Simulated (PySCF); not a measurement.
**From one method to the next for NaAs⁺**

Starting from one script, swap the method and compare what comes out for NaAs⁺.

Computed with PySCF 2.14.0. Level: each script names its method and basis.

4 further runs of the same task are left out: 4 that didn't finish.

## 1. The system as given

NaAs⁺: 2 atoms, charge 1, spin multiplicity 2.

Bond lengths: Na1–As2 2.565 Å.

## 2. Base script

The input, input.py:

```python
from pyscf import gto, scf, mp

mol = gto.M(
    atom='Na 0 0 0; As 0 0 2.565',
    basis='lanl2dz',
    ecp={'Na': 'lanl2dz', 'As': 'lanl2dz'},
    charge=1,
    spin=1,
    verbose=4,
)
mf = scf.UHF(mol)
mf.kernel()
mp.MP2(mf).kernel()
mf.dip_moment()
print('orbital energies (hartree):', [e[max(0, n-3):n+3].round(4) for e, n in zip(mf.mo_energy, mol.nelec)])
```

The run is started by

```bash
OMP_NUM_THREADS=1 python input.py
```

## 3. SCF alone

Variant 1 changes step after the SCF: mp2 → none.

input.py, as its differences from that of step 2:

```diff
@@ -1,2 +1,2 @@
-from pyscf import gto, scf, mp
+from pyscf import gto, scf
 
@@ -12,3 +12,2 @@
 mf.kernel()
-mp.MP2(mf).kernel()
 mf.dip_moment()
```

## 4. ROHF

Variant 2 changes SCF type: UHF → ROHF.

The input, input.py:

```python
from pyscf import gto, scf, mp

mol = gto.M(
    atom='Na 0 0 0; As 0 0 2.565',
    basis='lanl2dz',
    ecp={'Na': 'lanl2dz', 'As': 'lanl2dz'},
    charge=1,
    spin=1,
    verbose=4,
)
mf = scf.ROHF(mol)
mf.kernel()
mp.MP2(mf).kernel()
mf.dip_moment()
print('orbital energies (hartree):', mf.mo_energy[..., max(0, mol.nelec[1]-3):mol.nelec[0]+3].round(4))
```

## 5. RHF

Variant 3 changes SCF type: UHF → RHF.

The input, input.py:

```python
from pyscf import gto, scf, mp

mol = gto.M(
    atom='Na 0 0 0; As 0 0 2.565',
    basis='lanl2dz',
    ecp={'Na': 'lanl2dz', 'As': 'lanl2dz'},
    charge=1,
    spin=1,
    verbose=4,
)
mf = scf.RHF(mol)
mf.kernel()
mp.MP2(mf).kernel()
mf.dip_moment()
print('orbital energies (hartree):', mf.mo_energy[..., max(0, mol.nelec[1]-3):mol.nelec[0]+3].round(4))
```

## 6. Frozen orbitals 1

Variant 4 changes frozen orbitals: none → 1.

input.py, as its differences from that of step 2:

```diff
@@ -12,3 +12,3 @@
 mf.kernel()
-mp.MP2(mf).kernel()
+mp.MP2(mf, frozen=1).kernel()
 mf.dip_moment()
```

**Question.** What will these runs give? Wanted: for each run, E(SCF); from base; gap, α spin; after the SCF.

As calculated:

| run | E(SCF) (hartree) | from base (eV) | cycles | gap, α spin (eV) | after the SCF |
| --- | --- | --- | --- | --- | --- |
| base | -5.869482 | 0 | 9 | 7.75 | MP2 correlation -0.462 eV |
| SCF alone | -5.869482 | 0.0000 | 9 | 7.75 | n/a |
| ROHF | -5.850776 | +0.5090 | 9 | n/a | MP2 correlation -0.443 eV |
| RHF | -5.850776 | +0.5090 | 9 | n/a | MP2 correlation -0.443 eV |
| frozen orbitals 1 | -5.869482 | 0.0000 | 9 | 7.75 | MP2 correlation -0.147 eV, core frozen |

**Reading.** The largest comparable shift of the SCF energy, +0.509 eV, comes with the run “ROHF”.
